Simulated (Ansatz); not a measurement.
Geometry optimisation, DFT PBE, scalar-relativistic, plane waves, PAW (Ansatz).

The input (input.yaml):

```yaml
crystal:
  lattice:
    - [5.8014, 0.0, 0.0]
    - [0.0, 5.66918, 0.0]
    - [0.0, 0.0, 16.1868]
  atoms:
    - { symbol: W, position: [0.0, 0.0, 0.06177873] }
    - { symbol: C, position: [0.5, 0.25, 0.16524081] }
    - { symbol: W, position: [0.25, 0.0, 0.21697185] }
    - { symbol: C, position: [0.25, 0.25, 0.32043392] }
    - { symbol: W, position: [0.0, 0.5, 0.06177873] }
    - { symbol: C, position: [0.5, 0.75, 0.16524081] }
    - { symbol: W, position: [0.25, 0.5, 0.21697185] }
    - { symbol: C, position: [0.25, 0.75, 0.32043392] }
    - { symbol: W, position: [0.5, 0.0, 0.06177873] }
    - { symbol: C, position: [1.0, 0.25, 0.16524081] }
    - { symbol: W, position: [0.75, 0.0, 0.21697185] }
    - { symbol: C, position: [0.75, 0.25, 0.32043392] }
    - { symbol: W, position: [0.5, 0.5, 0.06177873] }
    - { symbol: C, position: [1.0, 0.75, 0.16524081] }
    - { symbol: W, position: [0.75, 0.5, 0.21697185] }
    - { symbol: C, position: [0.75, 0.75, 0.32043392] }
    - { symbol: O, position: [0.58333333, 0.91666667, 0.35317665] }
    - { symbol: H, position: [0.58333333, 1.41666667, 0.31981614] }
basis:
  ecutwfc: 420.0
kpoints:
  mp_grid: { grid: [4, 4, 1] }
hamiltonian:
  xc: pbe
  pseudopotentials: { kind: paw, azcp: { folder: soft_1 } }
scf:
  occupations: { method: fermi_dirac, width: 0.15 }
  lower_state_search: "off"
relax:
  f_tol: 0.03
  max_steps: 60
  adjacent_minimum: "off"
  constraints: [{ sites: [0, 4, 8, 12] }]
```

Command:

```bash
$ ansatz run input.yaml --threads 4 --pin off --max-ram 10240MiB --backend cpu --events-out ev --progress --plain --runs-dir out
```

Task: Where does it end, and by what steps?

Result: It converged. Limits of this set-up: coarse k mesh, thin slab, slab without dipole correction, odd electron count without spin, a typed lattice constant that wasn't relaxed here. After 30 steps the energy has fallen by 10.927 eV; H18 moved furthest, 1.89 Å. Parted: W11–O17 (2.45 → 3.85 Å), W15–H18 (1.98 → 3.05 Å). Joined: C4–W11 (3.64 → 2.28 Å), C4–C12 (2.90 → 1.39 Å), W7–C16 (3.64 → 2.81 Å), C8–W11 (3.64 → 2.19 Å), C8–C14 (2.90 → 1.61 Å), C8–W15 (3.64 → 2.19 Å).

```tsv
step	energy less start (eV)	largest force component (eV/Å)	accepted
0	0.0000	4.639	yes
2	-3.0409	2.482	yes
4	-4.2695	1.272	yes
6	-5.1857	1.694	yes
8	-6.2208	1.877	yes
10	-7.6705	2.429	yes
12	-9.5050	5.199	yes
14	-10.3548	2.364	yes
16	-10.6760	1.315	yes
18	-10.7423	0.150	yes
20	-10.7530	0.093	yes
22	-10.7931	0.417	yes
24	-10.8810	0.930	yes
26	-10.9040	0.737	no
28	-10.9257	0.066	yes
30	-10.9271	0.025	yes
```

```xyz
18
Lattice="5.8014 0.0000 0.0000 0.0000 5.6692 0.0000 0.0000 0.0000 16.1868" Properties=species:S:1:pos:R:3
W 0.000 0.000 1.000
C 2.941 1.439 2.500
W 1.495 0.030 3.465
C 2.734 0.644 4.893
W 0.000 2.835 1.000
C 2.885 4.255 2.597
W 1.444 2.811 3.365
C 0.068 4.237 4.147
W 2.901 0.000 1.000
C 5.822 1.387 2.611
W 4.360 -0.019 3.437
C 3.977 1.207 5.161
W 2.901 2.835 1.000
C 5.760 4.216 2.542
W 4.281 2.846 3.581
C 3.376 3.341 5.342
O 3.001 3.622 6.409
H 4.512 6.838 6.112
```

Whether the end is a true minimum wasn't checked by a vibrational analysis.

Time of the run: 4.8 min on 4 threads of Arm Neoverse V1, on a shared host, peak memory 1.4 GiB.
